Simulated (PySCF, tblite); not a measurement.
# CH₉NSi₄: dynamics, then NMR shifts on frames

How do NMR shifts of CH₉NSi₄ (`N#C[SiH2][SiH2][SiH2][SiH3]`) change as the atoms move?

Computed with tblite 0.8.0 and PySCF 2.14.0, with density-fitted response routines of our own, on a single molecule in the gas phase. Atoms count from 0, in the outputs and in this text.

### 1 The starting structure

15 atoms, charge 0, multiplicity 1; geometry from: GFN2-xTB.

Bonds of the start (Å): N0–C1 1.15, C1–Si2 1.87, Si2–Si3 2.32, Si3–Si4 2.33, Si4–Si5 2.31, Si2–H6 1.47, Si2–H7 1.47, Si3–H8 1.47, Si3–H9 1.47, Si4–H10 1.47, Si4–H11 1.47, Si5–H12 1.47, Si5–H13 1.46, Si5–H14 1.46.

### 2 A short Langevin run with GFN2-xTB

Job settings and geometry (Å):

```
{"job": {"kind": "md", "xc": "GFN2-xTB", "basis": "xTB", "temperature": 300, "steps": 2000, "every": 50, "frames": 5}, "charge": 0, "multiplicity": 1}
N     -1.703177     1.892303     1.583158
C     -1.907784     1.368294     0.583736
Si    -2.163931     0.453236    -1.024149
Si    -0.510934    -1.176237    -1.121264
Si     0.979782    -1.172723     0.668168
Si     2.260425     0.744862     0.864558
H     -2.103264     1.524251    -2.025085
H     -3.563189     0.020831    -0.935804
H     -1.196500    -2.463391    -1.328688
H      0.201529    -0.973220    -2.395561
H      0.188483    -1.416201     1.884142
H      1.829699    -2.371999     0.567644
H      2.995520     0.989450    -0.382019
H      1.426568     1.918514     1.110195
H      3.262359     0.670018     1.929057
```

With the program's defaults for keys left out, this is: GFN2-xTB Langevin dynamics, gas phase.

Run with:

```console
OMP_NUM_THREADS=1 python probes_run.py task.json out
```

The driver reads the jobs from task.json and runs them one after another.

Output:

```text
t/fs     T/K      E/eV
    0.0   239.3   -448.37982
   25.0   208.8   -448.09716
   50.0   232.7   -448.01159
   75.0   279.5   -448.05680
  100.0   279.6   -447.95074
  125.0   255.4   -447.80170
  150.0   243.3   -447.83699
  175.0   214.1   -447.94959
  200.0   190.4   -447.93235
  225.0   317.9   -448.09128
  250.0   234.2   -448.10001
  275.0   249.9   -447.97588
  300.0   322.6   -447.87797
  325.0   334.5   -447.85456
  350.0   369.1   -447.95539
  375.0   364.8   -447.86284
  400.0   401.6   -447.87229
  425.0   252.7   -447.71768
  450.0   337.0   -447.77661
  475.0   361.0   -447.94763
  500.0   243.3   -447.86334
  525.0   271.8   -447.90876
  550.0   280.5   -447.94930
  575.0   263.2   -447.81793
  600.0   331.3   -447.85790
  625.0   385.7   -447.85872
  650.0   364.7   -447.72703
  675.0   257.7   -447.45010
  700.0   399.5   -447.82100
  725.0   345.7   -447.77470
  750.0   410.8   -447.84112
  775.0   395.6   -447.93091
  800.0   223.6   -447.90976
  825.0   221.7   -447.88579
  850.0   200.9   -447.79926
  875.0   215.0   -447.87059
  900.0   252.9   -447.85396
  925.0   257.6   -447.91964
  950.0   262.8   -447.99302
  975.0   257.0   -448.04174
 1000.0   236.9   -447.97579
```

It took 17 s on 1 thread of Arm Neoverse V1, shared host; peak memory 0.18 GiB.

Distance from the start (root mean square after alignment): 0 fs 0.00 Å, 200 fs 0.56 Å, 400 fs 1.27 Å, 600 fs 2.02 Å, 800 fs 2.23 Å, 1000 fs 2.59 Å.

Positions (Å) and forces (eV/Å) at 1000 fs:

```xyz
15

N    -3.122    1.547    2.458    0.383   -1.256   -2.676
C    -2.902    1.038    1.425    0.120    1.135    2.478
Si   -2.205    0.198   -0.120   -1.382   -0.142    0.186
Si   -0.236    1.089   -0.903    0.242    0.030    0.001
Si    1.669    0.312    0.248   -0.313   -0.057   -0.316
Si    2.909   -1.471   -0.574    0.840    0.235   -0.083
H    -3.474    0.298   -0.894    0.263    0.197   -0.194
H    -2.388   -1.201    0.276    0.387   -0.168    0.134
H    -0.166    0.774   -2.382   -0.075    0.333    0.570
H    -0.540    2.522   -0.598    0.280   -0.198   -0.417
H     2.581    1.438    0.531   -0.145   -0.086    0.104
H     1.045   -0.184    1.502    0.222    0.185   -0.003
H     3.533   -1.432   -1.943   -0.342    0.135    0.570
H     4.055   -1.583    0.387   -0.337   -0.114   -0.386
H     2.143   -2.701   -0.544   -0.141   -0.229    0.031
```

### 3 NMR shieldings: 250 fs, PBE0/pcSseg-1

Job settings and geometry (Å):

```
{"job": {"kind": "nmr", "xc": "PBE0", "basis": "pcSseg-1", "pop": false}, "charge": 0, "multiplicity": 1}
N     -1.764500     2.176300     1.264300
C     -2.088200     1.705700     0.266800
Si    -2.649900     0.551500    -1.095300
Si    -0.664800    -0.744600    -1.206200
Si     0.543400    -1.044300     0.815200
Si     2.620500    -0.021800     0.707900
H     -2.887500     1.487900    -2.188200
H     -3.977000     0.098900    -0.535900
H     -1.046900    -2.134200    -1.729800
H      0.075000    -0.235800    -2.349600
H     -0.383500    -0.738800     1.881200
H      0.757600    -2.451800     1.100100
H      3.078700    -0.262100    -0.665800
H      2.321500     1.410700     0.924200
H      3.653900    -0.461600     1.582600
```

Method: GIAO PBE0/pcSseg-1 NMR shielding, non-relativistic, gas phase.

Output:

```text
coarse grid: 14224 points
cycle   1  E = -1255.4757620514  dE =  4.857e-02  |g| = 3.720e-01  |ddm| = 3.463e+00
cycle   2  E = -1255.3756545681  dE =  1.001e-01  |g| = 7.601e-01  |ddm| = 8.490e-01
cycle   3  E = -1255.5117321092  dE = -1.361e-01  |g| = 1.033e-01  |ddm| = 5.278e-01
cycle   4  E = -1255.5141229185  dE = -2.391e-03  |g| = 2.496e-02  |ddm| = 1.022e-01
cycle   5  E = -1255.5142797706  dE = -1.569e-04  |g| = 3.575e-03  |ddm| = 2.528e-02
cycle   6  E = -1255.5142831822  dE = -3.412e-06  |g| = 9.551e-04  |ddm| = 6.280e-03
final grid: 118256 points
cycle   7  E = -1255.5448433107  dE = -1.302e-05  |g| = 3.341e-03  |ddm| = 1.668e-02
cycle   8  E = -1255.5448420994  dE =  1.211e-06  |g| = 3.841e-03  |ddm| = 6.823e-03
cycle   9  E = -1255.5448450445  dE = -2.945e-06  |g| = 1.756e-03  |ddm| = 3.836e-03
cycle  10  E = -1255.5448457033  dE = -6.588e-07  |g| = 1.939e-04  |ddm| = 1.049e-03
cycle  11  E = -1255.5448457136  dE = -1.032e-08  |g| = 2.659e-05  |ddm| = 2.511e-04
cycle  12  E = -1255.5448457138  dE = -1.783e-10  |g| = 8.386e-06  |ddm| = 4.625e-05
converged SCF energy = -1255.5448457138

GIAO shielding tensors (ppm)
atom      isotropic    diamagn.    paramagn.     s11        s22        s33       span
  0 N     -107.861     337.938    -445.798   -311.279   -290.678    278.375    589.654
  1 C       60.176     266.754    -206.578    -58.884    -48.283    287.694    346.578
  2 Si     451.500     879.781    -428.282    423.757    456.706    474.036     50.280
  3 Si     464.327     881.696    -417.369    424.228    473.085    495.668     71.440
  4 Si     471.531     882.829    -411.299    444.728    450.527    519.338     74.610
  5 Si     463.526     881.744    -418.218    431.383    466.725    492.472     61.089
  6 H       27.631      27.753      -0.122     24.302     24.973     33.620      9.318
  7 H       26.639      26.742      -0.103     23.142     24.600     32.176      9.034
  8 H       27.217      28.759      -1.542     23.263     25.167     33.220      9.957
  9 H       28.351      30.850      -2.499     24.295     26.599     34.158      9.863
 10 H       28.182      32.200      -4.018     24.120     26.735     33.690      9.570
 11 H       28.315      30.823      -2.509     24.282     25.915     34.747     10.465
 12 H       28.223      30.491      -2.267     24.209     27.373     33.088      8.879
 13 H       27.627      30.527      -2.900     23.724     26.442     32.715      8.991
 14 H       28.585      30.293      -1.708     24.906     25.593     35.255     10.349
```

Run time: 19 s. Hardware: 1 thread of Arm Neoverse V1, shared host; peak memory 0.81 GiB.

The references, computed at this level on geometries of the same kind, shield at (ppm): ¹H TMS 31.72, ¹³C TMS 186.9, ²⁹Si TMS 349.2, ¹⁵N NH3 267.7. Their shielding less the atom's gives the shift. The references are single molecules in the gas phase, so shifts against H2O, NH3, PH3, H3PO4 or CFCl3 are not on the usual liquid scales and can be off by tens of ppm. Each atom is listed at this fixed geometry, with no averaging over motion; a spectrum would average atoms that exchange fast.

| atoms | environment | σ (ppm) | δ (ppm) |
| --- | --- | --- | --- |
| C1 | nitrile carbon | 60.2 | 126.7 |
| H7 | hydrogen on a silicon bonded to C, Si | 26.64 | 5.08 |
| H8 | hydrogen on a silicon bonded to 2 Si | 27.22 | 4.50 |
| H13 | hydrogen on a silicon bonded to Si | 27.63 | 4.09 |
| H6 | hydrogen on a silicon bonded to C, Si | 27.63 | 4.09 |
| H10 | hydrogen on a silicon bonded to 2 Si | 28.18 | 3.54 |
| H12 | hydrogen on a silicon bonded to Si | 28.22 | 3.49 |
| H11 | hydrogen on a silicon bonded to 2 Si | 28.31 | 3.40 |
| H9 | hydrogen on a silicon bonded to 2 Si | 28.35 | 3.37 |
| H14 | hydrogen on a silicon bonded to Si | 28.58 | 3.13 |
| N0 | nitrile nitrogen | -107.9 | 375.6 |
| Si2 | silicon bonded to C, Si, 2 H | 451.5 | -102.3 |
| Si5 | silicon bonded to Si, 3 H | 463.5 | -114.4 |
| Si3 | silicon bonded to 2 Si, 2 H | 464.3 | -115.2 |
| Si4 | silicon bonded to 2 Si, 2 H | 471.5 | -122.4 |

### 4 Nuclear shieldings: 425 fs, PBE0/pcSseg-1

Job settings and geometry (Å):

```
{"job": {"kind": "nmr", "xc": "PBE0", "basis": "pcSseg-1", "pop": false}, "charge": 0, "multiplicity": 1}
N     -2.328200     2.736300     1.291100
C     -2.378800     2.007400     0.402900
Si    -2.630500     0.495300    -0.759800
Si    -0.419400    -0.481800    -1.099900
Si     0.843800    -1.000600     0.796600
Si     3.187000    -0.989600     0.814200
H     -3.214000     1.087500    -1.944800
H     -3.778000    -0.161500    -0.147900
H     -0.232000    -1.739600    -2.054100
H     -0.131400     0.511400    -2.119600
H      0.132100    -0.140300     1.810500
H      0.189400    -2.294300     1.130200
H      3.634700    -0.894100    -0.597400
H      3.393500     0.350100     1.553100
H      4.021100    -2.006800     1.518900
```

With the program's defaults for keys left out, this is: GIAO PBE0/pcSseg-1 NMR shielding, non-relativistic, gas phase.

Output:

```text
coarse grid: 14224 points
cycle   1  E = -1255.4580396642  dE = -6.578e-02  |g| = 3.855e-01  |ddm| = 3.441e+00
cycle   2  E = -1255.3488335356  dE =  1.092e-01  |g| = 7.930e-01  |ddm| = 8.321e-01
cycle   3  E = -1255.4959566596  dE = -1.471e-01  |g| = 1.051e-01  |ddm| = 5.270e-01
cycle   4  E = -1255.4984667096  dE = -2.510e-03  |g| = 2.426e-02  |ddm| = 1.094e-01
cycle   5  E = -1255.4986186419  dE = -1.519e-04  |g| = 3.888e-03  |ddm| = 2.669e-02
cycle   6  E = -1255.4986234211  dE = -4.779e-06  |g| = 1.048e-03  |ddm| = 7.160e-03
final grid: 118256 points
cycle   7  E = -1255.5302373493  dE = -1.301e-05  |g| = 3.327e-03  |ddm| = 1.598e-02
cycle   8  E = -1255.5302369038  dE =  4.455e-07  |g| = 3.336e-03  |ddm| = 6.045e-03
cycle   9  E = -1255.5302389918  dE = -2.088e-06  |g| = 1.656e-03  |ddm| = 3.420e-03
cycle  10  E = -1255.5302395791  dE = -5.873e-07  |g| = 2.073e-04  |ddm| = 9.674e-04
cycle  11  E = -1255.5302395905  dE = -1.139e-08  |g| = 3.089e-05  |ddm| = 2.523e-04
cycle  12  E = -1255.5302395907  dE = -2.472e-10  |g| = 8.945e-06  |ddm| = 5.705e-05
converged SCF energy = -1255.5302395907

GIAO shielding tensors (ppm)
atom      isotropic    diamagn.    paramagn.     s11        s22        s33       span
  0 N     -104.035     337.202    -441.237   -310.461   -303.763    302.118    612.579
  1 C       63.968     264.239    -200.272    -50.219    -44.884    287.007    337.226
  2 Si     431.158     878.076    -446.918    406.942    420.856    465.678     58.736
  3 Si     454.053     881.073    -427.020    381.605    439.892    540.663    159.058
  4 Si     478.054     882.851    -404.797    445.862    479.518    508.782     62.920
  5 Si     461.787     880.002    -418.215    424.768    450.889    509.705     84.938
  6 H       27.528      27.109       0.419     24.033     25.360     33.192      9.160
  7 H       27.192      27.237      -0.045     23.858     25.159     32.559      8.701
  8 H       26.427      27.828      -1.401     22.616     24.411     32.254      9.638
  9 H       27.876      30.940      -3.064     23.789     26.717     33.122      9.333
 10 H       27.338      32.027      -4.689     22.593     26.589     32.832     10.238
 11 H       27.871      30.629      -2.757     23.841     26.458     33.315      9.474
 12 H       27.729      29.180      -1.451     23.496     26.720     32.970      9.474
 13 H       26.703      28.433      -1.730     22.877     25.349     31.883      9.006
 14 H       27.398      27.906      -0.508     24.062     24.748     33.384      9.322
```

It took 18 s on 1 thread of Arm Neoverse V1, shared host; peak memory 0.82 GiB.

In short: δ C1 123.0, N0 371.8, Si2 -82.0, Si3 -104.9, H8 5.29, H13 5.01 ppm.

[end of part 1 of 2]
